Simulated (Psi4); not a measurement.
# CSe (SMILES [C][Se]): HF/cc-pVTZ

What is the energy change on altering one bond length of CSe at HF/cc-pVTZ? 

The results are computed with Psi4 1.11.

2 further runs of the same task are left out: 1 that didn't finish, 1 set aside as unsound or not needed.

## 1. The structure to begin with

CSe: 2 atoms, total charge 0, spin state singlet. SMILES: `[C][Se]`. The shape is that of a PBE0-D4/def2-TZVP optimisation.

Bond lengths: C1–Se2 1.671 Å.

## 2. Energy and gradient at HF/cc-pVTZ

calc.in

```
memory 2200 mb

molecule geom {
  0 1
  C      0.000000     0.000000    -0.008520
  Se     0.000000     0.000000     1.662780
  units angstrom
  symmetry c1
}

set globals {
  basis         cc-pVTZ
  puream        true
  e_convergence 1e-09
  d_convergence 1e-08
  scf_type      pk
}

energy_value, wavefunction = gradient('hf', return_wfn=True)
oeprop(wavefunction, 'MAYER_INDICES', 'LOWDIN_CHARGES', 'WIBERG_LOWDIN_INDICES', title='HF')
print_variables()
```

Launch:

```bash
$ psi4 calc.in calc.out -n 1
```

calc.out:

```text
[...]
  Running in c1 symmetry.
[...]
  Nuclear repulsion =   64.591725588870943
[...]
  Multiplicity = 1
[...]
  Nalpha       = 20
  Nbeta        = 20
[...]
    Number of basis functions: 73
[...]
   @RHF iter   1: -2437.24390088743212   -2.97862e+00   1.90749e-02 ADIIS/DIIS
[...]
   @RHF iter  11: -2437.66940651738059   -3.18323e-12   1.43692e-09 DIIS
[...]
    Orbital Energies [Eh]
    ---------------------
    Doubly Occupied:
       1A   -460.867022     2A    -60.671039     3A    -54.271227
       4A    -54.271227     5A    -54.270552     6A    -11.367002
       7A     -8.938662     8A     -6.669396     9A     -6.669223
      10A     -6.669223    11A     -2.659128    12A     -2.657280
      13A     -2.657280    14A     -2.656696    15A     -2.656696
      16A     -1.039555    17A     -0.676795    18A     -0.450425
      19A     -0.424365    20A     -0.424365
[...]
  @RHF Final Energy: -2437.66940651738059
   => Energetics <=
    Nuclear Repulsion Energy =             64.5917255888709434
    One-Electron Energy =               -3522.5879517522594142
    Two-Electron Energy =                1020.3268196460080617
    Total Energy =                      -2437.6694065173805939
[...]
 Multipole Moments:
 ------------------------------------------------------------------------------------
     Multipole            Electronic (a.u.)      Nuclear  (a.u.)        Total (a.u.)
 ------------------------------------------------------------------------------------
 L = 1.  Multiply by 2.5417464519 to convert [e a0] to [Debye]
 Dipole X            :         -0.0000000            0.0000000           -0.0000000
 Dipole Y            :         -0.0000000            0.0000000           -0.0000000
 Dipole Z            :          3.1418211           -2.4567471            0.6850739
 Magnitude           :                                                    0.6850739
[...]
  -Total Gradient:
     Atom            X                  Y                   Z
    ------   -----------------  -----------------  -----------------
       1       -0.000000000000    -0.000000000000    -0.014784920895
       2        0.000000000000     0.000000000000     0.014784920893
[...]
```

It took 35 s on 1 thread of Intel Xeon 6975P-C (Granite Rapids), shared host; peak memory 1 GiB.

## 3. The distorted shape, same level

job.json

```json
{
 "schema_name": "qcschema_input",
 "schema_version": 1,
 "molecule": {
  "schema_name": "qcschema_molecule",
  "schema_version": 2,
  "symbols": ["C", "Se"],
  "geometry": [0.0, 0.0, -0.48985481, 0.0, 0.0, 3.14219881],
  "molecular_charge": 0,
  "molecular_multiplicity": 1,
  "fix_symmetry": "c1",
  "fix_com": true,
  "fix_orientation": true
 },
 "driver": "gradient",
 "model": {
  "method": "scf",
  "basis": "cc-pVTZ"
 },
 "keywords": {
  "puream": true,
  "e_convergence": 1e-09,
  "d_convergence": 1e-08,
  "scf_type": "pk",
  "scf_properties": ["DIPOLE", "MULLIKEN_CHARGES", "QUADRUPOLE"]
 }
}
```

Launch:

```bash
$ psi4 --qcschema job.json -n 1 --memory 2200MB
```

stdout:

```text
[...]
  Running in c1 symmetry.
[...]
  Nuclear repulsion =   56.166571681835471
[...]
  Multiplicity = 1
[...]
  Nalpha       = 20
  Nbeta        = 20
[...]
    Number of basis functions: 73
[...]
   @RHF iter   1: -2437.01929888772565   -3.16477e+00   2.03654e-02 DIIS/ADIIS
[...]
   @RHF iter  12: -2437.62552970061824    0.00000e+00   3.76551e-09 DIIS
[...]
    Orbital Energies [Eh]
    ---------------------
    Doubly Occupied:
       1A   -460.868518     2A    -60.669307     3A    -54.269657
       4A    -54.269436     5A    -54.269436     6A    -11.435908
       7A     -8.933018     8A     -6.664050     9A     -6.662643
      10A     -6.662643    11A     -2.653750    12A     -2.651872
      13A     -2.651872    14A     -2.649603    15A     -2.649603
      16A     -0.969099    17A     -0.710474    18A     -0.453027
      19A     -0.388495    20A     -0.388495
[...]
  @RHF Final Energy: -2437.62552970061824
   => Energetics <=
    Nuclear Repulsion Energy =             56.1665716818354710
    One-Electron Energy =               -3505.8423902127910878
    Two-Electron Energy =                1012.0502888303368536
    Total Energy =                      -2437.6255297006186993
[...]
 Multipole Moments:
 ------------------------------------------------------------------------------------
     Multipole            Electronic (a.u.)      Nuclear  (a.u.)        Total (a.u.)
 ------------------------------------------------------------------------------------
 L = 1.  Multiply by 2.5417464519 to convert [e a0] to [Debye]
 Dipole X            :         -0.0000000            0.0000000           -0.0000000
 Dipole Y            :          0.0000000            0.0000000            0.0000000
 Dipole Z            :       -103.7144435          103.8956307            0.1811872
 Magnitude           :                                                    0.1811872
 L = 2.  Multiply by 1.3450342976 to convert [e a0^2] to [Debye ang]
 Quadrupole XX       :        -18.6096617            0.0000000          -18.6096617
 Quadrupole XY       :          0.0000000            0.0000000            0.0000000
[...]
  Mulliken Charges: (a.u.)
   Center  Symbol    Alpha    Beta     Spin     Total
       1     C     2.98336  2.98336  0.00000  0.03327
       2    SE    17.01664 17.01664  0.00000 -0.03327
   Total alpha = 20.00000, Total beta = 20.00000, Total charge = -0.00000
[...]
  -Total Gradient:
     Atom            X                  Y                   Z
    ------   -----------------  -----------------  -----------------
       1        0.000000000000    -0.000000000000    -0.140831591903
       2       -0.000000000000     0.000000000000     0.140831592331
[...]
```

The result, in JSON:

```text
{
 "driver": "gradient",
 "model": {
  "method": "scf",
  "basis": "cc-pVTZ"
 },
 "success": true,
 "return_result": [1.3767212402655051e-16, -5.421616259486035e-17, -0.14083159190335848, -1.3767212402536564e-16, 5.421616259541492e-17, 0.14083159233116582],
 "properties": {
  "calcinfo_nbasis": 73,
  "calcinfo_nmo": 73,
  "calcinfo_nalpha": 20,
  "calcinfo_nbeta": 20,
  "calcinfo_natom": 2,
  "nuclear_repulsion_energy": 56.16657168183547,
  "return_energy": -2437.6255297006182,
  "return_gradient": [1.3767212402655051e-16, -5.421616259486035e-17, -0.14083159190335848, -1.3767212402536564e-16, 5.421616259541492e-17, 0.14083159233116582],
  "scf_one_electron_energy": -3505.842390212791,
  "scf_two_electron_energy": 1012.0502888303369,
  "scf_dipole_moment": [-5.4175962333596176e-15, 1.347536091542131e-14, 0.18118720442701886],
  "scf_total_energy": -2437.6255297006182,
  "scf_total_gradient": [1.3767212402655051e-16, -5.421616259486035e-17, -0.14083159190335848, -1.3767212402536564e-16, 5.421616259541492e-17, 0.14083159233116582],
  "scf_iterations": 12
 }
}
```

Wall time 41 s (1 thread of Intel Xeon 6975P-C (Granite Rapids), shared host); peak memory 1.1 GiB.

## 4. Results

Level: HF/cc-pVTZ.

| quantity | value |
| --- | --- |
| first shape: total energy | -2437.66941 Eh |
| first shape: dipole moment | 1.74 D |
| first shape: HOMO energy | -11.55 eV |
| first shape: LUMO energy | 1.24 eV |
| first shape: HOMO–LUMO gap | 12.78 eV |
| first shape: largest force on an atom | 0.760 eV/Å |
| distorted shape: total energy | -2437.62553 Eh |
| distorted shape: dipole moment | 0.46 D |
| distorted shape: HOMO energy | -10.57 eV |
| distorted shape: LUMO energy | 0.28 eV |
| distorted shape: HOMO–LUMO gap | 10.85 eV |
| distorted shape: largest force on an atom | 7.242 eV/Å |
| energy change with the C1–Se2 bond stretched from 1.671 to 1.922 Å | 1.194 eV |

**Reading.** With the C1–Se2 bond stretched from 1.671 to 1.922 Å the energy rises by 1.19 eV (28 kcal/mol). The first shape isn't relaxed at this level, so the change isn't measured from a minimum. The largest force (first shape) is 0.76 eV/Å: the shape isn't a stationary point for this species at this level.
